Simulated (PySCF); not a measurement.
# C₃H₉Sb: NMR shieldings

Wanted: NMR shieldings for C₃H₉Sb (`[CH3][Sb]([CH3])[CH3]`).

Programs: PySCF 2.14.0, with routines of our own; each step states its level. All values are computed. Atoms count from 0.

3 further runs of the same task are left out: 3 for a basis unfit for spin-orbit shieldings.

### Step 1. The starting structure

13 atoms, charge 0, multiplicity 1; geometry from: GFN2-xTB.

### Step 2. NMR shieldings: PBE/x2c-SVPall-2c, spin-free

The job: settings as JSON, then the geometry in Å.

```
{"job": {"xc": "PBE", "basis": "x2c-SVPall-2c", "rel": "sf", "kind": "hnmr"}, "charge": 0, "multiplicity": 1}
Sb     0.012520     0.004660     1.225650
C      1.822590    -0.004210     0.032840
H      2.451830     0.833450     0.310340
H      1.566310     0.072930    -1.018260
H      2.370120    -0.924480     0.203070
C     -0.908800     1.575830     0.048930
H     -0.802450     1.353950    -1.007210
H     -0.436380     2.527090     0.265540
H     -1.961650     1.644600     0.295930
C     -0.910710    -1.571140     0.058040
H     -1.980370    -1.576940     0.233870
H     -0.502770    -2.532390     0.347940
H     -0.720240    -1.403360    -0.996680
```

With the program's defaults for keys left out, this is: PBE/x2c-SVPall-2c GIAO NMR shielding, spin-free X2C, Gaussian nuclei, gas phase.

Started as:

```console
$ OMP_NUM_THREADS=1 python heavy_run.py task.json out
```

This one command runs all jobs of the session in turn.

Output:

```text
spin-free SCF
coarse grid: 45816 points
cycle   1  E = -6599.0627762178  dE = -1.675e-01  |g| = 6.565e-01  |ddm| = 3.931e+00
cycle   2  E = -6598.7875494693  dE =  2.752e-01  |g| = 1.140e+00  |ddm| = 1.899e+00
cycle   3  E = -6599.1802254499  dE = -3.927e-01  |g| = 1.061e-01  |ddm| = 1.362e+00
cycle   4  E = -6599.1833079624  dE = -3.083e-03  |g| = 2.331e-02  |ddm| = 2.613e-01
cycle   5  E = -6599.1834483279  dE = -1.404e-04  |g| = 5.891e-03  |ddm| = 4.986e-02
cycle   6  E = -6599.1834577697  dE = -9.442e-06  |g| = 1.060e-03  |ddm| = 1.059e-02
final grid: 96016 points
cycle   7  E = -6599.1840339126  dE = -9.080e-08  |g| = 1.046e-03  |ddm| = 3.846e-03
cycle   8  E = -6599.1840336966  dE =  2.161e-07  |g| = 1.355e-03  |ddm| = 3.663e-03
cycle   9  E = -6599.1840341752  dE = -4.786e-07  |g| = 3.694e-04  |ddm| = 2.124e-03
cycle  10  E = -6599.1840342165  dE = -4.132e-08  |g| = 1.859e-05  |ddm| = 4.783e-04
cycle  11  E = -6599.1840342165  dE = -6.185e-11  |g| = 3.352e-06  |ddm| = 3.267e-05
converged SCF energy = -6599.1840342165
check of the scalar solution
cycle   1  E = -6599.1840342166  dE = -6.599e+03  |FDS-SDF| = 3.352e-06
cycle   2  E = -6599.1840342166  dE = -9.095e-13  |FDS-SDF| = 4.113e-06
converged, E = -6599.1840342166

Field gradients (au) and densities at the nuclei (bohr^-3)
atom        Vxx        Vyy        Vzz        centre      nuclear mean
  0 Sb     1.8297     1.8368    -3.6665     166539.910     166252.185
  1 C     -0.0098    -0.0252     0.0351        113.892        113.892
  2 H     -0.1652    -0.1702     0.3354          0.368          0.368
  3 H     -0.1632    -0.1703     0.3335          0.368          0.368
  4 H     -0.1649    -0.1697     0.3346          0.368          0.368
  5 C     -0.0099    -0.0250     0.0349        113.892        113.891
  6 H     -0.1634    -0.1706     0.3340          0.368          0.368
  7 H     -0.1651    -0.1700     0.3352          0.368          0.368
  8 H     -0.1655    -0.1703     0.3358          0.368          0.368
  9 C     -0.0097    -0.0244     0.0341        113.891        113.891
 10 H     -0.1651    -0.1699     0.3351          0.368          0.368
 11 H     -0.1653    -0.1703     0.3355          0.368          0.368
 12 H     -0.1630    -0.1702     0.3332          0.368          0.368
without picture change
  0 Sb                          -3.9271                    303074.342

Core orbital energies (eV)
atom   shell        mean    spread
  0 Sb 1s       -30237.797   0.000
  0 Sb 2s        -4597.737   0.000
  0 Sb 3s         -899.378   0.000
  0 Sb 4s         -146.934   0.000
  0 Sb 2p        -4131.385   0.020
  0 Sb 3p         -746.850   0.056
  0 Sb 4p         -100.220   0.155
  0 Sb 3d         -512.241   0.051
  0 Sb 4d          -32.103   0.206

Shielding tensors (ppm)
atom      isotropic    diamagn.    paramagn.     s11        s22        s33       span
  0 Sb     2620.00     5277.27    -2657.27    2554.32    2652.02    2653.67      99.35
  1 C       183.50      246.11      -62.61     172.99     177.62     199.90      26.91
  2 H        31.20       30.11        1.10      25.75      27.61      40.25      14.50
  3 H        31.46       31.79       -0.33      26.35      29.01      39.03      12.69
  4 H        31.22       30.20        1.02      25.82      27.72      40.13      14.31
  5 C       183.70      246.11      -62.41     173.76     177.44     199.91      26.15
  6 H        31.46       31.80       -0.35      26.36      28.98      39.02      12.66
  7 H        31.21       30.15        1.06      25.81      27.65      40.18      14.37
  8 H        31.27       30.19        1.07      25.82      27.68      40.29      14.47
  9 C       183.99      246.15      -62.17     174.93     177.14     199.88      24.95
 10 H        31.27       30.25        1.02      25.83      27.77      40.20      14.37
 11 H        31.23       30.13        1.10      25.78      27.62      40.30      14.52
 12 H        31.43       31.81       -0.38      26.29      28.99      39.00      12.70
```

Run time: 12 s. Hardware: 1 thread of Intel Xeon 6975P-C, shared host; peak memory 0.84 GiB.

### Step 3. NMR shieldings: PBE/x2c-SVPall-2c in water, spin-free

The job, as its differences from that of step 2:

```diff
@@ -1,2 +1,2 @@
-{"job": {"xc": "PBE", "basis": "x2c-SVPall-2c", "rel": "sf", "kind": "hnmr"}, "charge": 0, "multiplicity": 1}
+{"job": {"xc": "PBE", "basis": "x2c-SVPall-2c", "rel": "sf", "solvent": "water", "kind": "hnmr"}, "charge": 0, "multiplicity": 1}
 Sb     0.012520     0.004660     1.225650
```

Method: PBE/x2c-SVPall-2c GIAO NMR shielding, spin-free X2C, Gaussian nuclei, IEF-PCM water.

Output:

```text
spin-free SCF
coarse grid: 45816 points
cycle   1  E = -6599.0667124829  dE = -1.708e-01  |g| = 6.499e-01  |ddm| = 3.932e+00
cycle   2  E = -6598.8291547927  dE =  2.376e-01  |g| = 1.086e+00  |ddm| = 1.820e+00
cycle   3  E = -6599.1840133163  dE = -3.549e-01  |g| = 8.141e-02  |ddm| = 1.231e+00
cycle   4  E = -6599.1852795286  dE = -1.266e-03  |g| = 1.707e-02  |ddm| = 1.804e-01
cycle   5  E = -6599.1853207476  dE = -4.122e-05  |g| = 4.414e-03  |ddm| = 3.419e-02
cycle   6  E = -6599.1853259846  dE = -5.237e-06  |g| = 4.363e-04  |ddm| = 7.498e-03
final grid: 96016 points
cycle   7  E = -6599.1859018429  dE = -7.225e-08  |g| = 5.505e-04  |ddm| = 2.657e-03
cycle   8  E = -6599.1859016891  dE =  1.538e-07  |g| = 9.323e-04  |ddm| = 2.095e-03
cycle   9  E = -6599.1859019261  dE = -2.370e-07  |g| = 1.044e-04  |ddm| = 1.169e-03
cycle  10  E = -6599.1859019291  dE = -2.992e-09  |g| = 1.767e-05  |ddm| = 1.844e-04
converged SCF energy = -6599.1859019291
check of the scalar solution
cycle   1  E = -6599.1859019291  dE = -6.599e+03  |FDS-SDF| = 1.767e-05
cycle   2  E = -6599.1859019290  dE =  1.064e-10  |FDS-SDF| = 2.345e-05
converged, E = -6599.1859019290

Field gradients (au) and densities at the nuclei (bohr^-3)
atom        Vxx        Vyy        Vzz        centre      nuclear mean
  0 Sb     1.7948     1.8021    -3.5969     166539.474     166251.750
  1 C     -0.0146    -0.0288     0.0434        113.891        113.891
  2 H     -0.1652    -0.1699     0.3351          0.367          0.367
  3 H     -0.1632    -0.1698     0.3330          0.367          0.367
  4 H     -0.1648    -0.1694     0.3342          0.367          0.367
  5 C     -0.0147    -0.0286     0.0432        113.891        113.890
  6 H     -0.1634    -0.1701     0.3335          0.367          0.367
  7 H     -0.1651    -0.1698     0.3349          0.367          0.367
  8 H     -0.1654    -0.1700     0.3354          0.367          0.367
  9 C     -0.0145    -0.0279     0.0425        113.890        113.890
 10 H     -0.1651    -0.1697     0.3347          0.367          0.367
 11 H     -0.1652    -0.1700     0.3353          0.367          0.367
 12 H     -0.1630    -0.1697     0.3327          0.367          0.367
without picture change
  0 Sb                          -3.8537                    303073.529

Core orbital energies (eV)
atom   shell        mean    spread
  0 Sb 1s       -30237.722   0.000
  0 Sb 2s        -4597.661   0.000
  0 Sb 3s         -899.301   0.000
  0 Sb 4s         -146.854   0.000
  0 Sb 2p        -4131.309   0.020
  0 Sb 3p         -746.773   0.056
  0 Sb 4p         -100.139   0.152
  0 Sb 3d         -512.164   0.051
  0 Sb 4d          -32.020   0.201

Shielding tensors (ppm)
atom      isotropic    diamagn.    paramagn.     s11        s22        s33       span
  0 Sb     2626.34     5277.57    -2651.23    2545.11    2666.17    2667.74     122.63
  1 C       184.26      246.33      -62.07     173.73     178.11     200.95      27.23
  2 H        31.15       30.08        1.07      25.62      27.56      40.28      14.65
  3 H        31.38       31.81       -0.44      26.17      28.96      38.99      12.82
  4 H        31.17       30.17        0.99      25.68      27.66      40.16      14.47
  5 C       184.47      246.33      -61.87     174.48     177.96     200.97      26.49
  6 H        31.37       31.83       -0.46      26.20      28.94      38.98      12.79
  7 H        31.16       30.13        1.03      25.68      27.60      40.20      14.53
  8 H        31.21       30.17        1.04      25.69      27.63      40.31      14.63
  9 C       184.74      246.38      -61.64     175.61     177.67     200.94      25.33
 10 H        31.21       30.22        0.99      25.69      27.71      40.22      14.53
 11 H        31.18       30.10        1.08      25.64      27.57      40.33      14.68
 12 H        31.35       31.84       -0.49      26.13      28.96      38.96      12.83
```

It took 13 s on 1 thread of Intel Xeon 6975P-C, shared host; peak memory 0.84 GiB.

### Step 4. NMR shieldings: PBE/x2c-SVPall-2c in dichloromethane, spin-free

The job, as its differences from that of step 3:

```diff
@@ -1,2 +1,2 @@
-{"job": {"xc": "PBE", "basis": "x2c-SVPall-2c", "rel": "sf", "solvent": "water", "kind": "hnmr"}, "charge": 0, "multiplicity": 1}
+{"job": {"xc": "PBE", "basis": "x2c-SVPall-2c", "rel": "sf", "solvent": "dichloromethane", "kind": "hnmr"}, "charge": 0, "multiplicity": 1}
 Sb     0.012520     0.004660     1.225650
```

With the program's defaults for keys left out, this is: PBE/x2c-SVPall-2c GIAO NMR shielding, spin-free X2C, Gaussian nuclei, IEF-PCM dichloromethane.

Output:

```text
spin-free SCF
coarse grid: 45816 points
cycle   1  E = -6599.0661120092  dE = -1.703e-01  |g| = 6.509e-01  |ddm| = 3.931e+00
cycle   2  E = -6598.8232842570  dE =  2.428e-01  |g| = 1.093e+00  |ddm| = 1.832e+00
cycle   3  E = -6599.1835523944  dE = -3.603e-01  |g| = 8.374e-02  |ddm| = 1.248e+00
cycle   4  E = -6599.1849675372  dE = -1.415e-03  |g| = 1.752e-02  |ddm| = 1.882e-01
cycle   5  E = -6599.1850135014  dE = -4.596e-05  |g| = 4.650e-03  |ddm| = 3.571e-02
cycle   6  E = -6599.1850192776  dE = -5.776e-06  |g| = 4.956e-04  |ddm| = 7.946e-03
final grid: 96016 points
cycle   7  E = -6599.1855951844  dE = -5.716e-08  |g| = 6.365e-04  |ddm| = 2.679e-03
cycle   8  E = -6599.1855949524  dE =  2.320e-07  |g| = 1.111e-03  |ddm| = 2.304e-03
cycle   9  E = -6599.1855952968  dE = -3.444e-07  |g| = 1.129e-04  |ddm| = 1.351e-03
cycle  10  E = -6599.1855953004  dE = -3.537e-09  |g| = 1.902e-05  |ddm| = 2.003e-04
converged SCF energy = -6599.1855953004
check of the scalar solution
cycle   1  E = -6599.1855953004  dE = -6.599e+03  |FDS-SDF| = 1.902e-05
cycle   2  E = -6599.1855953003  dE =  4.911e-11  |FDS-SDF| = 2.388e-05
converged, E = -6599.1855953003

Field gradients (au) and densities at the nuclei (bohr^-3)
atom        Vxx        Vyy        Vzz        centre      nuclear mean
  0 Sb     1.8010     1.8083    -3.6093     166539.549     166251.825
  1 C     -0.0139    -0.0281     0.0420        113.891        113.891
  2 H     -0.1652    -0.1700     0.3352          0.368          0.368
  3 H     -0.1632    -0.1699     0.3331          0.367          0.367
  4 H     -0.1648    -0.1695     0.3343          0.367          0.367
  5 C     -0.0140    -0.0279     0.0419        113.891        113.891
  6 H     -0.1634    -0.1702     0.3336          0.367          0.367
  7 H     -0.1651    -0.1698     0.3349          0.367          0.367
  8 H     -0.1654    -0.1700     0.3355          0.368          0.368
  9 C     -0.0138    -0.0272     0.0411        113.890        113.890
 10 H     -0.1651    -0.1697     0.3348          0.367          0.367
 11 H     -0.1652    -0.1701     0.3353          0.368          0.368
 12 H     -0.1630    -0.1698     0.3328          0.367          0.367
without picture change
  0 Sb                          -3.8668                    303073.670

Core orbital energies (eV)
atom   shell        mean    spread
  0 Sb 1s       -30237.726   0.000
  0 Sb 2s        -4597.665   0.000
  0 Sb 3s         -899.305   0.000
  0 Sb 4s         -146.859   0.000
  0 Sb 2p        -4131.313   0.020
  0 Sb 3p         -746.778   0.056
  0 Sb 4p         -100.144   0.153
  0 Sb 3d         -512.169   0.051
  0 Sb 4d          -32.026   0.202

Shielding tensors (ppm)
atom      isotropic    diamagn.    paramagn.     s11        s22        s33       span
  0 Sb     2625.35     5277.52    -2652.17    2546.73    2663.87    2665.45     118.71
  1 C       184.14      246.29      -62.16     173.59     178.05     200.77      27.18
  2 H        31.16       30.08        1.08      25.64      27.56      40.27      14.63
  3 H        31.40       31.81       -0.41      26.21      28.97      39.00      12.79
  4 H        31.17       30.18        1.00      25.70      27.67      40.15      14.45
  5 C       184.34      246.30      -61.96     174.35     177.89     200.79      26.44
  6 H        31.39       31.83       -0.44      26.23      28.95      39.00      12.77
  7 H        31.17       30.13        1.04      25.70      27.60      40.20      14.50
  8 H        31.22       30.17        1.05      25.71      27.63      40.31      14.60
  9 C       184.62      246.34      -61.73     175.49     177.60     200.76      25.27
 10 H        31.22       30.22        0.99      25.71      27.72      40.22      14.51
 11 H        31.19       30.10        1.08      25.66      27.57      40.32      14.66
 12 H        31.37       31.84       -0.47      26.16      28.97      38.97      12.81
```

It took 13 s on 1 thread of Intel Xeon 6975P-C, shared host; peak memory 0.85 GiB.

### Step 5. Shieldings side by side

| run | Sb0 | C5 | C1 | C9 | H3 | H6 | H12 | time |
| --- | --- | --- | --- | --- | --- | --- | --- | --- |
| step 2, PBE/x2c-SVPall-2c, spin-free | 2620.0 | 183.7 | 183.5 | 184.0 | 31.5 | 31.5 | 31.4 | 12 s |
| step 3, PBE/x2c-SVPall-2c in water, spin-free | 2626.3 | 184.5 | 184.3 | 184.7 | 31.4 | 31.4 | 31.3 | 13 s |
| step 4, PBE/x2c-SVPall-2c in dichloromethane, spin-free | 2625.4 | 184.3 | 184.1 | 184.6 | 31.4 | 31.4 | 31.4 | 13 s |

### Step 6. Outcome

```
                                                            quantity                                         value
                   shieldings (step 2, PBE/x2c-SVPall-2c, spin-free)  Sb0 2620.0, C1 183.5, C5 183.7, C9 184.0 ppm
          shieldings (step 3, PBE/x2c-SVPall-2c in water, spin-free)  Sb0 2626.3, C1 184.3, C5 184.5, C9 184.7 ppm
shieldings (step 4, PBE/x2c-SVPall-2c in dichloromethane, spin-free)  Sb0 2625.4, C1 184.1, C5 184.3, C9 184.6 ppm
```

In step 2, Sb0 has the widest tensor, 99 ppm. Sb0 moves most between the runs, by 6 ppm; the labels say what changes from run to run. No run holds spin-orbit coupling, which is large for shieldings at and beside heavy atoms.
